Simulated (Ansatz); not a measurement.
**C2H7ClO2Si2: one species, many methods**

Aim: compute C2H7ClO2Si2 with functionals from several rungs and with coupled cluster. The yardstick is the atomisation energy at the CCSD(T) limit.

Computed with Ansatz 0.2.0, Gaussian basis. Level: functionals in def2-TZVPP, the program's frozen cores in correlated methods.

Plan: PBE-D4, r2SCAN-D4, PBE0-D4, B3LYP-D4, ωB97X-V, ωB97M-V, B2PLYP; CCSD(T)/def2-TZVPP; MP2/def2-QZVPP; extrapolation to the limit.

### Step 1. The relaxed structure

The geometry comes from an earlier relaxation with PBE0-D4 in a triple-zeta def2 set; it is a stationary point, not always the lowest conformer.

SMILES `C=C[Si](O)(Cl)O[SiH3]`, 14 atoms, charge 0, spin multiplicity 1.

Atoms are counted from 1 here; the program's logs count them from 0.

Bond lengths: C1–C2 1.330 Å, C1–H8 1.086 Å, C1–H9 1.086 Å, C2–Si3 1.834 Å, C2–H10 1.088 Å, Si3–O4 1.627 Å, Si3–Cl5 2.067 Å, Si3–O6 1.620 Å, O4–H11 0.958 Å, O6–Si7 1.642 Å, Si7–H12 1.484 Å, Si7–H13 1.483 Å, Si7–H14 1.485 Å. Angles: C2–C1–H8 122.0°, C2–C1–H9 121.6°, H8–C1–H9 116.4°, C1–C2–Si3 122.5°, C1–C2–H10 119.0°, Si3–C2–H10 118.5°, C2–Si3–O4 108.5°, C2–Si3–Cl5 110.9°, C2–Si3–O6 110.1°, O4–Si3–Cl5 107.9°, O4–Si3–O6 112.5°, Cl5–Si3–O6 107.0°, Si3–O4–H11 118.5°, Si3–O6–Si7 144.1°, O6–Si7–H12 110.3°, O6–Si7–H13 107.4°, O6–Si7–H14 110.2°, H12–Si7–H13 109.8° and more.

### Step 2. PBE-D4 (GGA)

The input, in.yaml:

```yaml
crystal:
  periodic: [false, false, false]
  atoms:
    - {symbol: C, position_ang: [0.097941, 2.410368, -0.240985]}
    - {symbol: C, position_ang: [0.147356, 1.724798, 0.897169]}
    - {symbol: Si, position_ang: [-0.065541, -0.096011, 0.962333]}
    - {symbol: O, position_ang: [-1.251498, -0.439261, 2.021919]}
    - {symbol: Cl, position_ang: [1.661881, -1.017512, 1.623822]}
    - {symbol: O, position_ang: [-0.372974, -0.673709, -0.519796]}
    - {symbol: Si, position_ang: [0.062798, -1.811312, -1.620722]}
    - {symbol: H, position_ang: [0.226962, 3.488356, -0.270264]}
    - {symbol: H, position_ang: [-0.078706, 1.919715, -1.193251]}
    - {symbol: H, position_ang: [0.324950, 2.259824, 1.827515]}
    - {symbol: H, position_ang: [-1.298791, -1.324980, 2.385073]}
    - {symbol: H, position_ang: [1.489893, -1.647614, -1.992836]}
    - {symbol: H, position_ang: [-0.793031, -1.621254, -2.816349]}
    - {symbol: H, position_ang: [-0.151229, -3.171410, -1.063629]}
basis:
  gaussian: {orbitals: def2-TZVPP}
hamiltonian: {xc: pbe, dispersion: d4}
output: {forces: true, orbitals: {seedname: orbitals}}
```

Launch:

```console
> ansatz run in.yaml --threads 2 --pin off --events-out ev --progress --plain --max-ram 31744MiB --backend cuda --devices 0, --max-vram 18GiB
```

Further steps of the session: r2SCAN-D4 (meta-GGA); PBE0-D4 (hybrid); B3LYP-D4 (hybrid); ωB97X-V (range-separated); ωB97M-V (range-separated); B2PLYP (double hybrid); CCSD(T) in def2-TZVPP; MP2 in def2-QZVPP.

Q: Predict the results of all the runs planned. Wanted: atomisation energy, CCSD(T)/CBS; farthest; mean size of error, hybrid; mean size of error, range-separated; gap, smallest and largest; T1 diagnostic; triples share of the correlation energy.

The runs gave:

| quantity | value |
| --- | --- |
| atomisation energy, CCSD(T)/CBS | 5513.0 kJ/mol |
| functionals within 27.6 kJ/mol (0.5 %) | r2SCAN-D4, ωB97X-V, ωB97M-V |
| farthest | B2PLYP (-86.1 kJ/mol) |
| mean size of error, hybrid | 44.3 kJ/mol |
| mean size of error, range-separated | 2.3 kJ/mol |
| gap, smallest and largest | 5.36 eV (PBE-D4), 12.15 eV (ωB97X-V) |
| T1 diagnostic | 0.0112 |
| triples share of the correlation energy | 3.8 % |

**Reading.** PBE-D4 is off by +31.6 kJ/mol. Double hybrids carry the basis error of their MP2 part in triple zeta, and no dispersion term here, so their miss is partly the set-up's. The reference freezes the cores and leaves out relativity and excitations past (T), so misses under about 27.6 kJ/mol can't be ranked. Hartree-Fock recovers 74 % of the binding; the rest is correlation. Orbital gaps span 5.4 to 12.1 eV; exact exchange widens them.
